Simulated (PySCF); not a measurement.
# C6H11ClO: magnetic properties

Wanted: magnetic properties for C6H11ClO (`C/C=C\[C@H](CCl)OC`).

Programs: PySCF 2.14.0, with routines of our own; each step states its level. All values are computed. Atoms count from 0.

## 1. The system as given

19 atoms, charge 0, multiplicity 1; geometry from: GFN2-xTB.

## 2. Magnetic properties: GIAO KT3/pcSseg-1

The job: settings as JSON, then the geometry in Å.

```
{"job": {"kind": "mag", "xc": "KT3", "basis": "pcSseg-1", "isotopologues": 2}, "charge": 0, "multiplicity": 1}
C     -2.614337    -0.221488     0.403531
C     -1.920367    -0.462647    -0.896015
C     -0.617650    -0.407594    -1.123422
C      0.450660    -0.098373    -0.106966
C      0.503064     1.424893     0.125214
Cl     1.080364     1.851109     1.759096
O      1.657311    -0.602134    -0.632679
C      2.721862    -0.685836     0.283751
H     -1.916651    -0.080191     1.223346
H     -3.267011    -1.062707     0.634769
H     -3.242986     0.665968     0.326403
H     -2.579713    -0.697755    -1.721465
H     -0.218543    -0.598317    -2.107796
H      0.227907    -0.595691     0.851449
H     -0.490404     1.859360     0.027414
H      1.183565     1.882723    -0.592454
H      2.428837    -1.243545     1.181222
H      3.084390     0.301485     0.585941
H      3.519898    -1.220010    -0.228801
```

With the program's defaults for keys left out, this is: GIAO KT3/pcSseg-1 magnetisability, rotational g tensor and spin-rotation constants, non-relativistic, gas phase.

Launch:

```console
$ OMP_NUM_THREADS=1 python excited_run.py task.json out
```

This one command runs all jobs of the session in turn.

The program printed:

```text
coarse grid: 16048 points
cycle   1  E = -778.3276231455  dE =  6.886e-01  |g| = 7.565e-01  |ddm| = 3.834e+00
cycle   2  E = -778.0763204125  dE =  2.513e-01  |g| = 1.327e+00  |ddm| = 2.466e+00
cycle   3  E = -778.4424418020  dE = -3.661e-01  |g| = 2.281e-01  |ddm| = 1.945e+00
cycle   4  E = -778.4529733684  dE = -1.053e-02  |g| = 5.529e-02  |ddm| = 2.558e-01
cycle   5  E = -778.4534890074  dE = -5.156e-04  |g| = 2.999e-02  |ddm| = 6.870e-02
cycle   6  E = -778.4536783256  dE = -1.893e-04  |g| = 1.390e-02  |ddm| = 3.671e-02
cycle   7  E = -778.4537298777  dE = -5.155e-05  |g| = 2.763e-03  |ddm| = 1.464e-02
cycle   8  E = -778.4537317131  dE = -1.835e-06  |g| = 6.857e-04  |ddm| = 3.998e-03
final grid: 149296 points
cycle   9  E = -778.4935657922  dE = -2.634e-04  |g| = 2.402e-02  |ddm| = 7.819e-02
cycle  10  E = -778.4933954238  dE =  1.704e-04  |g| = 3.610e-02  |ddm| = 5.411e-02
cycle  11  E = -778.4936414901  dE = -2.461e-04  |g| = 6.677e-03  |ddm| = 4.090e-02
cycle  12  E = -778.4936492088  dE = -7.719e-06  |g| = 2.156e-03  |ddm| = 7.736e-03
cycle  13  E = -778.4936504141  dE = -1.205e-06  |g| = 6.112e-04  |ddm| = 2.307e-03
cycle  14  E = -778.4936505075  dE = -9.340e-08  |g| = 1.418e-04  |ddm| = 6.906e-04
cycle  15  E = -778.4936505122  dE = -4.768e-09  |g| = 4.730e-05  |ddm| = 2.003e-04
cycle  16  E = -778.4936505128  dE = -5.432e-10  |g| = 1.197e-05  |ddm| = 5.482e-05
converged SCF energy = -778.4936505128

Magnetisability tensor (1e-30 J/T^2)
    -1339.88       22.70      -58.38
       22.70    -1414.42      -34.51
      -58.38      -34.51    -1390.46
isotropic -1381.59   principal values   -1443.21  -1411.73  -1289.83
isotropic susceptibility -83.201 1e-6 cm^3/mol

Inertial axes            a          b          c
rot. const./GHz      1.9634     1.1639     0.8101
chi total           -83.600    -84.131    -81.873
chi diamagnetic    -721.534  -1153.063  -1577.215
chi paramagnetic    637.934   1068.932   1495.342
quadrupole/D A        3.991     -5.127      1.135
g nuclear            0.5716     0.5777     0.5622
g electronic        -0.5884    -0.5845    -0.5691
g total             -0.0168    -0.0067    -0.0069

Spin-rotation constants (kHz, H = +C I.J)
atom  isotope        aa         bb         cc
  5   35Cl        0.353      0.228      0.173
  8     1H        0.001     -0.120     -0.067
  9     1H       -0.080     -0.126     -0.030
 10     1H       -0.192     -0.022     -0.057
 11     1H        0.107     -0.106     -0.065
 12     1H       -0.193      0.029     -0.036
 13     1H       -0.192     -0.114      0.047
 14     1H       -0.064     -0.039     -0.076
 15     1H       -0.153     -0.096      0.002
 16     1H       -0.203     -0.108      0.035
 17     1H       -0.052     -0.048     -0.056
 18     1H       -0.185      0.059     -0.085
  0    13C*       0.325      0.164      0.106
  1    13C*       0.750      0.353      0.185
  2    13C*       0.672      0.379      0.225
  3    13C*       0.534      0.267      0.200
  4    13C*       0.396      0.239      0.165
  6    17O*      -0.280     -0.087     -0.086
  7    13C*       0.331      0.287      0.172
* in the singly substituted isotopologue

Isotopologues: g along a, b, c
2H    at 8,9,10,11,12,1    -0.0159    -0.0052    -0.0062
13C   at 0                 -0.0169    -0.0065    -0.0069
```

Run time: 94 s. Hardware: 1 thread of Arm Neoverse N1, shared host; peak memory 0.71 GiB.

From this job:

```tsv
quantity	value
magnetisability	-1382·10⁻³⁰ J/T²
molar susceptibility	-83.2·10⁻⁶ cm³/mol
rotational g (a, b, c)	-0.0168, -0.0067, -0.0069
```

The fields below are evaluated on a grid from the run's orbitals.

Frontier orbitals at KT3/pcSseg-1, with the share of their density that lies nearest to each atom:

```tsv
orbital	energy (eV)	lies on
HOMO	-6.03	O6 48 %; Cl5 9 %; C4 7 %
LUMO	-0.99	C1, C2 about 23 % each; Cl5 13 %; C4 9 %
```

ELF in a plane through or near 6 of the atoms.

Ten even steps from '0' (0.00) to '9' (1.00):
```
0000000000000000000000000000
0000000000111000000000000000
0000000012455310000000000000
0000000247888730000000000000
0000001478638830000000000000
0000001589354710000000000000
0000000058757411000279800000
0000066201345431001699960000
0000399940036720002799960000
0000299971045430025678710000
0000047656670484457851000000
0001799657375684851540000000
0003999727783156885774000000
0001999305871045655786100000
0000164001320012221121000000
0000000000000000000000000000
0000000000000000000000000000
0000000000000000000000000000
0000000000000000000000000000
0000000000000000000000000000
```
The map spans 12.2 Å across and 10.2 Å up, centred on the molecule. Atoms in the plane (x, y in Å): C1 (2.0, -0.8), C3 (-0.4, -0.2), Cl5 (-1.2, 2.5), O6 (-1.6, -0.9), H10 (3.2, 0.9), H17 (-3.1, 0.4).

On the surface of density 0.002 e/bohr³ the electrostatic potential runs, from the 1st to the 99th percentile, from -1.17 V near O6 to 0.80 V near H14.

## 3. Magnetic properties: GIAO B97-2/6-31G*, grid 1

Settings changed since step 2:

```diff
@@ -1,2 +1,2 @@
-{"job": {"kind": "mag", "xc": "KT3", "basis": "pcSseg-1", "isotopologues": 2}, "charge": 0, "multiplicity": 1}
+{"job": {"kind": "mag", "xc": "B97-2", "basis": "6-31G*", "grid": 1}, "charge": 0, "multiplicity": 1}
 C     -2.614337    -0.221488     0.403531
```

Level: GIAO B97-2/6-31G* magnetisability, rotational g tensor and spin-rotation constants, non-relativistic, gas phase.

The program printed:

```text
final grid: 69768 points
cycle   1  E = -770.4594287082  dE =  8.267e-01  |g| = 6.193e-01  |ddm| = 3.900e+00
cycle   2  E = -770.3951706111  dE =  6.426e-02  |g| = 8.572e-01  |ddm| = 1.492e+00
cycle   3  E = -770.5423193202  dE = -1.471e-01  |g| = 1.070e-01  |ddm| = 9.482e-01
cycle   4  E = -770.5447255502  dE = -2.406e-03  |g| = 2.557e-02  |ddm| = 1.235e-01
cycle   5  E = -770.5448840365  dE = -1.585e-04  |g| = 5.685e-03  |ddm| = 3.081e-02
cycle   6  E = -770.5448923906  dE = -8.354e-06  |g| = 1.340e-03  |ddm| = 8.922e-03
cycle   7  E = -770.5448928466  dE = -4.559e-07  |g| = 4.721e-04  |ddm| = 2.081e-03
cycle   8  E = -770.5448928994  dE = -5.287e-08  |g| = 1.589e-04  |ddm| = 5.645e-04
cycle   9  E = -770.5448929059  dE = -6.483e-09  |g| = 3.058e-05  |ddm| = 1.841e-04
cycle  10  E = -770.5448929061  dE = -2.206e-10  |g| = 8.734e-06  |ddm| = 3.873e-05
converged SCF energy = -770.5448929061

Magnetisability tensor (1e-30 J/T^2)
    -1366.61       21.53      -56.40
       21.53    -1447.49      -23.95
      -56.40      -23.95    -1405.88
isotropic -1406.66   principal values   -1458.82  -1442.33  -1318.82
isotropic susceptibility -84.711 1e-6 cm^3/mol

Inertial axes            a          b          c
rot. const./GHz      1.9634     1.1639     0.8101
chi total           -84.963    -85.234    -83.935
chi diamagnetic    -720.276  -1151.712  -1576.241
chi paramagnetic    635.312   1066.478   1492.305
quadrupole/D A        3.883     -5.392      1.509
g nuclear            0.5716     0.5777     0.5622
g electronic        -0.5860    -0.5831    -0.5679
g total             -0.0144    -0.0054    -0.0058

Spin-rotation constants (kHz, H = +C I.J)
atom  isotope        aa         bb         cc
  5   35Cl        0.309      0.200      0.145
  8     1H       -0.012     -0.124     -0.070
  9     1H       -0.095     -0.132     -0.033
 10     1H       -0.206     -0.027     -0.061
 11     1H        0.099     -0.111     -0.069
 12     1H       -0.200      0.025     -0.039
 13     1H       -0.200     -0.118      0.043
 14     1H       -0.077     -0.046     -0.078
 15     1H       -0.162     -0.102     -0.003
 16     1H       -0.215     -0.113      0.031
 17     1H       -0.062     -0.054     -0.061
 18     1H       -0.194      0.052     -0.088
  0    13C*       0.278      0.143      0.092
  1    13C*       0.691      0.331      0.168
  2    13C*       0.640      0.349      0.205
  3    13C*       0.477      0.241      0.179
  4    13C*       0.349      0.213      0.146
  6    17O*      -0.217     -0.068     -0.065
  7    13C*       0.296      0.258      0.152
* in the singly substituted isotopologue
```

Wall time 26 s (1 thread of Arm Neoverse N1, shared host); peak memory 0.77 GiB.

From this job:

```tsv
quantity	value
magnetisability	-1407·10⁻³⁰ J/T²
molar susceptibility	-84.7·10⁻⁶ cm³/mol
rotational g (a, b, c)	-0.0144, -0.0054, -0.0058
```

## 4. The levels compared

```tsv
level	ξ (10⁻³⁰ J/T²)	g(a)	g(b)	gap (eV)	functions	time
GIAO KT3/pcSseg-1	-1382	-0.0168	-0.0067	5.05	198	94 s
GIAO B97-2/6-31G*, grid 1	-1407	-0.0144	-0.0054	7.08	138	26 s
```

## 5. Summary of results

| quantity | value |
| --- | --- |
| magnetisability (step 2, GIAO KT3/pcSseg-1) | -1382·10⁻³⁰ J/T² |
| molar susceptibility (step 2, GIAO KT3/pcSseg-1) | -83.2·10⁻⁶ cm³/mol |
| rotational g (a, b, c) (step 2, GIAO KT3/pcSseg-1) | -0.0168, -0.0067, -0.0069 |
| surface potential, 1st and 99th percentile | -1.17 V and 0.80 V |
| magnetisability over the levels | -1407 to -1382·10⁻³⁰ J/T² |

In words: At KT3/pcSseg-1, counted by nearest atom on the grid, the HOMO lies on O6 48 %; Cl5 9 %, the LUMO on C1, C2 about 23 % each; Cl5 13 %. The magnetisability spreads by 1.8 % over 2 levels, from GIAO B97-2/6-31G*, grid 1 (26 s) to GIAO KT3/pcSseg-1 (94 s); the runs took 26 s to 94 s. Two levels can agree by chance, so this spread shows no convergence. Vibrational averaging and real surroundings are missing from these values.
